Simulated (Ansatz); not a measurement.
# Zn2Cd4Hg: the cost of one run

Program: Ansatz 0.2.0. Level of theory: DFT PBE, scalar-relativistic, plane waves, PAW. These are calculated values, not measurements.

### 1 The system as given

Symmetry: P6/mmm, No. 191, hexagonal system. The conventional cell has a = 4.762 Å, b = 4.762 Å, c = 8.790 Å, α = 90.00°, β = 90.00°, γ = 120.00°. Zn (site symmetry -6m2) has 3 Hg at 2.75 Å and 3 Zn at 2.75 Å in its first shell of neighbours. Cd (site symmetry mmm) is surrounded by 6 Cd at 2.38 Å. Cd (site symmetry 6/mmm) is surrounded by 6 Cd at 2.38 Å. Around Hg (site symmetry 6/mmm) lie 6 Zn at 2.75 Å.

As a file:

```cif
data_structure
_symmetry_space_group_name_H-M 'P 1'
_symmetry_Int_Tables_number 1
_cell_length_a 4.7624
_cell_length_b 4.7624
_cell_length_c 8.7900
_cell_angle_alpha 90.000
_cell_angle_beta 90.000
_cell_angle_gamma 120.000
_cell_volume 172.66
loop_
_atom_site_label
_atom_site_type_symbol
_atom_site_fract_x
_atom_site_fract_y
_atom_site_fract_z
_atom_site_occupancy
Zn1 Zn 0.33333 0.66667 0.00000 1
Zn2 Zn 0.66667 0.33333 0.00000 1
Cd1 Cd 0.50000 0.00000 0.50000 1
Cd2 Cd 0.00000 0.50000 0.50000 1
Cd3 Cd 0.50000 0.50000 0.50000 1
Cd4 Cd 0.00000 0.00000 0.50000 1
Hg1 Hg 0.00000 0.00000 0.00000 1
```

A structure generator made this guess: random cell by space group and Wyckoff sites (P6/mmm, No. 191). Lengths come from tabulated atomic sizes and are only a guess.

### 2 The guess as it stands, on a coarse mesh

input.yaml

```yaml
crystal:
  lattice:
    - [4.76244259, 0.0, 0.0]
    - [-2.38122129, 4.12439627, 0.0]
    - [0.0, 0.0, 8.79003459]
  atoms:
    - { symbol: Zn, position: [0.33333333, 0.66666667, 0.0] }
    - { symbol: Zn, position: [0.66666667, 0.33333333, 0.0] }
    - { symbol: Cd, position: [0.5, 0.0, 0.5] }
    - { symbol: Cd, position: [0.0, 0.5, 0.5] }
    - { symbol: Cd, position: [0.5, 0.5, 0.5] }
    - { symbol: Cd, position: [0.0, 0.0, 0.5] }
    - { symbol: Hg, position: [0.0, 0.0, 0.0] }
basis:
  ecutwfc: 420
kpoints:
  mp_grid: { grid: [6, 6, 2] }
hamiltonian:
  xc: pbe
scf:
  occupations: { method: gaussian, width: 0.1 }
  lower_state_search: "off"
output:
  forces: true
  stress: true
  eigenvalues: true
```

Launch:

```
$ ansatz run input.yaml --threads 1 --pin off --max-ram 2560MiB --backend cpu --events-out ev --progress --plain --runs-dir out
```

What time and memory should one allow on 1 thread of Intel Xeon at 2.60GHz (Ice Lake), shared host?

About 8.3 s, with a peak of 0.56 GiB.
